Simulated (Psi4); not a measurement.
**InH3F− ([InFH3]-): UMP2/def2-QZVPP (density fitting, core potential, density fitting for correlation)**

What is the vertical singlet–triplet gap of InH3F− ([InFH3]-) at UMP2/def2-QZVPP (density fitting, core potential, density fitting for correlation)? 

The calculation is run with Psi4 1.11.

1 further run of the same task is left out (set aside as unsound or not needed).

### 1 The structure to begin with

InH3F−: 5 atoms, total charge -1, spin state singlet. As SMILES, `[H][In-]([H])([H])[F]`. The shape comes from GFN2-xTB, which is rough for such elements, and wasn't checked as a minimum.

Bond lengths: In1–F2 2.018 Å, In1–H3 1.705 Å, In1–H4 1.704 Å, In1–H5 1.706 Å. Angles: F2–In1–H3 105.4°, F2–In1–H4 105.3°, F2–In1–H5 105.1°, H3–In1–H4 113.6°, H3–In1–H5 113.4°, H4–In1–H5 113.0°.

### 2 A single-point energy at UMP2/def2-QZVPP (density fitting, core potential, density fitting for correlation)

Input file fh3in.xyz:

```xyz
5
FH3In
In     0.001730     0.003130    -0.134360
F      0.009540    -0.019260     1.883540
H      1.643850     0.009670    -0.593190
H     -0.832240     1.425350    -0.564970
H     -0.822880    -1.418880    -0.591010
```

Input file fh3in.py:

```python
import psi4

psi4.set_memory('1600 MB')
psi4.set_num_threads(1)
psi4.core.set_output_file('psi4.out', False)

with open('fh3in.xyz') as f:
    atoms = ''.join(f.readlines()[2:])
mol = psi4.geometry('-1 1\n' + atoms + '')

options = {'reference': 'uhf', 'scf_type': 'df', 'num_frozen_docc': 5, 'mp2_type': 'df'}
psi4.set_options(options)

e_tot = psi4.energy("mp2/def2-QZVPP")
print('E =', round(e_tot, 9))
for k, v in sorted(psi4.core.scalar_variables().items()):
    print(f'{k:45s} {v:18.10f}')
```

Started as:

```console
$ python fh3in.py
```

psi4.out:

```text
[...]
    !!!  WARNING: ECP capability is in beta. Please check occupations closely.  !!!
[...]
  Running in c1 symmetry.
[...]
  Nuclear repulsion =   74.489243747919261
[...]
  Multiplicity = 1
[...]
  Nalpha       = 17
  Nbeta        = 17
[...]
    Number of basis functions: 229
[...]
   @DF-UHF iter   1:  -290.33526880486420   -1.50215e+00   2.61014e-03 ADIIS/DIIS
[...]
   @DF-UHF iter  11:  -290.47611414768255   -8.69704e-12   1.83829e-09 DIIS
[...]
   @S^2 Observed:               -8.526512829E-14
[...]
    Orbital Energies [Eh]
    ---------------------
    Alpha Occupied:
       1A    -25.982850     2A     -5.150632     3A     -3.407458
       4A     -3.406924     5A     -3.406909     6A     -1.256306
       7A     -0.801188     8A     -0.801114     9A     -0.798465
      10A     -0.791336    11A     -0.791313    12A     -0.408689
      13A     -0.352148    14A     -0.352131    15A     -0.305187
      16A     -0.202468    17A     -0.201671
    Alpha Virtual:
      18A      0.185790    19A      0.195192    20A      0.195245
      21A      0.257808    22A      0.320094    23A      0.326411
      24A      0.326855    25A      0.359463    26A      0.367721
[...]
  @DF-UHF Final Energy:  -290.47611414768255
   => Energetics <=
    Nuclear Repulsion Energy =             74.4892437479192608
    One-Electron Energy =                -633.0971380885041526
    Two-Electron Energy =                 268.1317801929022835
    Total Energy =                       -290.4761141476825514
  UHF NO Occupations:
  HONO-2 :   15  A 2.0000000
  HONO-1 :   16  A 2.0000000
[...]
 Multipole Moments:
 ------------------------------------------------------------------------------------
     Multipole            Electronic (a.u.)      Nuclear  (a.u.)        Total (a.u.)
 ------------------------------------------------------------------------------------
 L = 1.  Multiply by 2.5417464519 to convert [e a0] to [Debye]
 Dipole X            :         -0.0351056            0.0417026            0.0065970
 Dipole Y            :          0.1930681           -0.1774104            0.0156576
 Dipole Z            :        -15.6304909           14.9336129           -0.6968781
 Magnitude           :                                                    0.6970852
[...]
```

The script printed:

```text
E = -291.278454373
CURRENT CORRELATION ENERGY                         -0.8023402249
CURRENT ENERGY                                   -291.2784543726
CURRENT REFERENCE ENERGY                         -290.4761141477
CUSTOM SCS-MP2 CORRELATION ENERGY                  -0.7518306551
CUSTOM SCS-MP2 TOTAL ENERGY                      -291.2279448028
DD SOLVATION ENERGY                                 0.0000000000
HF KINETIC ENERGY                                 174.9539119691
HF POTENTIAL ENERGY                              -465.4300261168
HF TOTAL ENERGY                                  -290.4761141477
HF VIRIAL RATIO                                     2.6603007665
MP2 CORRELATION ENERGY                             -0.8023402249
MP2 DOUBLES ENERGY                                 -0.8023402249
MP2 OPPOSITE-SPIN CORRELATION ENERGY               -0.5589045155
MP2 SAME-SPIN CORRELATION ENERGY                   -0.2434357094
MP2 SINGLES ENERGY                                 -0.0000000000
MP2 TOTAL ENERGY                                 -291.2784543726
NUCLEAR REPULSION ENERGY                           74.4892437479
ONE-ELECTRON ENERGY                              -633.0971380885
PCM POLARIZATION ENERGY                             0.0000000000
PE ENERGY                                           0.0000000000
SCF ITERATION ENERGY                             -290.4761141477
SCF ITERATIONS                                     11.0000000000
SCF TOTAL ENERGY                                 -290.4761141477
SCS-MP2 CORRELATION ENERGY                         -0.7518306551
SCS-MP2 TOTAL ENERGY                             -291.2279448028
TWO-ELECTRON ENERGY                               268.1317801929
```

Run time: 6.3 s. Hardware: 1 thread of Intel Xeon 6975P-C (Granite Rapids), shared host; peak memory 0.48 GiB.

### 3 The triplet, same level

Input file input.json:

```json
{
 "schema_name": "qcschema_input",
 "schema_version": 1,
 "molecule": {
  "schema_name": "qcschema_molecule",
  "schema_version": 2,
  "symbols": ["In", "F", "H", "H", "H"],
  "geometry": [0.00326923, 0.00591484, -0.2539036, 0.01802799, -0.03639613, 3.55937474, 3.10642629, 0.01827365, -1.12096664, -1.57270567, 2.69352113, -1.06763857, -1.55501783, -2.6812946, -1.11684704],
  "molecular_charge": -1,
  "molecular_multiplicity": 3
 },
 "driver": "energy",
 "model": {
  "method": "mp2",
  "basis": "def2-QZVPP"
 },
 "keywords": {
  "reference": "uhf",
  "scf_type": "df",
  "num_frozen_docc": 5,
  "mp2_type": "df"
 }
}
```

Started as:

```console
$ psi4 --qcschema input.json -n 1 --memory 1600MB
```

stdout:

```text
[...]
    !!!  WARNING: ECP capability is in beta. Please check occupations closely.  !!!
[...]
  Running in c1 symmetry.
[...]
  Nuclear repulsion =   74.489243880102990
[...]
  Multiplicity = 3
[...]
  Nalpha       = 18
  Nbeta        = 16
[...]
    Number of basis functions: 229
[...]
   @DF-UHF iter   1:  -290.02246910763324   -1.25129e+00   2.95367e-03 ADIIS/DIIS
[...]
   @DF-UHF iter  25:  -290.27720540148761   -1.65528e-10   7.18103e-09 DIIS
[...]
   @S^2 Observed:                2.012158681E+00
[...]
    Orbital Energies [Eh]
    ---------------------
    Alpha Occupied:
       1A    -26.035651     2A     -5.246171     3A     -3.510918
       4A     -3.498457     5A     -3.498073     6A     -1.309736
       7A     -0.914850     8A     -0.894874     9A     -0.891986
      10A     -0.882777    11A     -0.881102    12A     -0.552916
      13A     -0.425402    14A     -0.402835    15A     -0.398969
      16A     -0.337742    17A     -0.271176    18A      0.036208
    Alpha Virtual:
      19A      0.167602    20A      0.174771    21A      0.215150
      22A      0.255439    23A      0.269872    24A      0.270409
      25A      0.300563    26A      0.317691    27A      0.327550
[...]
  @DF-UHF Final Energy:  -290.27720540148761
   => Energetics <=
    Nuclear Repulsion Energy =             74.4892438801029897
    One-Electron Energy =                -630.2924628614968015
    Two-Electron Energy =                 265.5260135799061914
    Total Energy =                       -290.2772054014876062
  UHF NO Occupations:
  HONO-2 :   16  A 1.9952387
  HONO-1 :   17  A 1.0000000
[...]
 Multipole Moments:
 ------------------------------------------------------------------------------------
     Multipole            Electronic (a.u.)      Nuclear  (a.u.)        Total (a.u.)
 ------------------------------------------------------------------------------------
 L = 1.  Multiply by 2.5417464519 to convert [e a0] to [Debye]
 Dipole X            :         -0.3082261            0.0417026           -0.2665236
 Dipole Y            :         -0.3061653           -0.1774104           -0.4835758
 Dipole Z            :        -13.6977942           14.9336128            1.2358186
 Magnitude           :                                                    1.3535612
[...]
```

The result, in JSON:

```text
{
 "driver": "energy",
 "model": {
  "method": "mp2",
  "basis": "def2-QZVPP"
 },
 "success": true,
 "return_result": -291.06343573214605,
 "properties": {
  "calcinfo_nbasis": 229,
  "calcinfo_nmo": 229,
  "calcinfo_nalpha": 18,
  "calcinfo_nbeta": 16,
  "calcinfo_natom": 5,
  "nuclear_repulsion_energy": 74.48924388010299,
  "return_energy": -291.06343573214605,
  "scf_one_electron_energy": -630.2924628614968,
  "scf_two_electron_energy": 265.5260135799062,
  "scf_dipole_moment": [-0.2665235728169427, -0.4835757776863978, 1.2358185758209181],
  "scf_total_energy": -290.2772054014876,
  "scf_iterations": 25,
  "mp2_same_spin_correlation_energy": -0.24612384848909408,
  "mp2_opposite_spin_correlation_energy": -0.5401064821693626,
  "mp2_singles_energy": -1.0474833228190975e-25,
  "mp2_doubles_energy": -0.7862303306584567,
  "mp2_correlation_energy": -0.7862303306584567,
  "mp2_total_energy": -291.06343573214605
 }
}
```

Run time: 7.8 s. Hardware: 1 thread of Intel Xeon 6975P-C (Granite Rapids), shared host; peak memory 0.47 GiB.

### 4 Results

At UMP2/def2-QZVPP (density fitting, core potential, density fitting for correlation), 5 core orbitals frozen:

```
                                                           quantity          value
                                              singlet: total energy  -291.27845 Eh
                       singlet: HOMO energy (Hartree–Fock orbitals)       -5.49 eV
                       singlet: LUMO energy (Hartree–Fock orbitals)        5.06 eV
     singlet: HOMO–LUMO gap (to an unbound level, set by the basis)       10.54 eV
               singlet: correlation energy (5 core orbitals frozen)     -802.3 mEh
                                              triplet: total energy  -291.06344 Eh
triplet: HOMO energy (Hartree–Fock orbitals) (highest over α and β)        0.99 eV
 triplet: LUMO energy (Hartree–Fock orbitals) (lowest over α and β)        1.22 eV
               triplet: correlation energy (5 core orbitals frozen)     -786.2 mEh
                         triplet: ⟨S²⟩ of the reference determinant          2.012
                   vertical energy of the triplet above the singlet       5.851 eV
```

**Reading.** At this shape the triplet lies 5.85 eV (135 kcal/mol) above the singlet. For an anion a state so high probably lies above electron detachment. The HOMO (triplet) lies at positive energy, 0.99 eV: the electron is unbound at this level or held by a compact basis; values depend on the basis.
